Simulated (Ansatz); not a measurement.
# Zr3Ti2N5: what a guessed cell relaxes into

Aim: relax a trial structure of Zr3Ti2N5 and see where it ends, then test the end with a random kick.

Program: Ansatz 0.2.0. Level of theory: DFT PBE, scalar-relativistic, plane waves, PAW. These are calculated values, not measurements.

### Step 1. The structure to begin with

It takes space group R-3m (No. 166, trigonal). The conventional cell has a = 3.159 Å, b = 3.159 Å, c = 38.603 Å, α = 90.00°, β = 90.00°, γ = 120.00°. Zr (site symmetry 3m) has 6 N at 2.27 Å in its first shell of neighbours. Around Zr (site symmetry -3m) lie 6 N at 2.28 Å. Around Ti (site symmetry 3m) lie 6 N at 2.17 to 2.18 Å. N (site symmetry 3m) has 3 Ti at 2.18 Å and 3 Zr at 2.27 Å in its first shell of neighbours. N (site symmetry -3m) has 6 Ti at 2.17 Å in its first shell of neighbours. Around N (site symmetry 3m) lie 6 Zr at 2.27 to 2.28 Å.

Structure file:

```
Zr Ti N
1.0
     1.57969    0.91203   12.86771
    -1.57969    0.91203   12.86771
     0.00000   -1.82407   12.86771
Zr Ti N
3 2 5
Cartesian
  0.0000 0.0000 3.7224
  0.0000 0.0000 34.8807
  0.0000 0.0000 19.3016
  0.0000 0.0000 26.9116
  0.0000 0.0000 11.6915
  0.0000 0.0000 15.2394
  0.0000 0.0000 0.0000
  0.0000 0.0000 23.3637
  0.0000 0.0000 7.7975
  0.0000 0.0000 30.8056
```

The start is the relaxed end of an invented cell (made as: elements ordered on the sites of the TiN type, Ti/Zr on Ti (R-3m, No. 166)), taken up again for a closer look.

### Step 2. A first look at the guess

Contents of input.yaml:

```yaml
crystal:
  lattice:
    - [1.5796884, 0.9120335, 12.8677111]
    - [-1.5796884, 0.9120335, 12.8677111]
    - [0.0, -1.824067, 12.8677111]
  atoms:
    - { symbol: Zr, position: [0.096427, 0.096427, 0.096427] }
    - { symbol: Zr, position: [0.903573, 0.903573, 0.903573] }
    - { symbol: Zr, position: [0.5, 0.5, 0.5] }
    - { symbol: Ti, position: [0.697135, 0.697135, 0.697135] }
    - { symbol: Ti, position: [0.302865, 0.302865, 0.302865] }
    - { symbol: "N", position: [0.394772, 0.394772, 0.394772] }
    - { symbol: "N", position: [0.0, 0.0, 0.0] }
    - { symbol: "N", position: [0.605228, 0.605228, 0.605228] }
    - { symbol: "N", position: [0.201992, 0.201992, 0.201992] }
    - { symbol: "N", position: [0.798008, 0.798008, 0.798008] }
basis:
  ecutwfc: 420
kpoints:
  mp_grid: { grid: [6, 6, 6] }
hamiltonian:
  xc: pbe
scf:
  occupations: { method: gaussian, width: 0.1 }
  lower_state_search: "off"
output:
  forces: true
  stress: true
  eigenvalues: true
```

Started as:

```
$ ansatz run input.yaml --threads 4 --pin off --max-ram 8192MiB --backend cpu --events-out ev --progress --plain --runs-dir out
```

Further runs follow: spin check on a coarse mesh; full relaxation; reference for the kick test; random kick, then relaxation.

What does the calculation give? Wanted: conventional cell; volume; energy over the elements; gap on the mesh.

As calculated:

```
                                                              quantity                                                                        value
                                symmetry at the end (tolerance 0.05 Å)                                                   space group R-3m (No. 166)
                                                     conventional cell  a = 3.159 Å, b = 3.159 Å, c = 38.603 Å, α = 90.00°, β = 90.00°, γ = 120.00°
                                                                volume                                                                11.12 Å³/atom
energy over the elements (uncorrected; H, N, O, F and Cl as molecules)                                                                -1.68 eV/atom
                                                       gap on the mesh                                                                 none (metal)
```

The space group R-3m (No. 166) is kept, at nearly the size of the first guess. It lies below the elements, which doesn't yet make it stable: competing phases were not computed in this session. The kicked cell came back to the same energy, so the end is stable against the distortions that fit this cell and this draw; modes that don't fit the cell aren't tested. A spin-polarised run here lost its starting moments, which speaks against magnetism, though one start doesn't rule it out. Other magnetic orders were not searched.
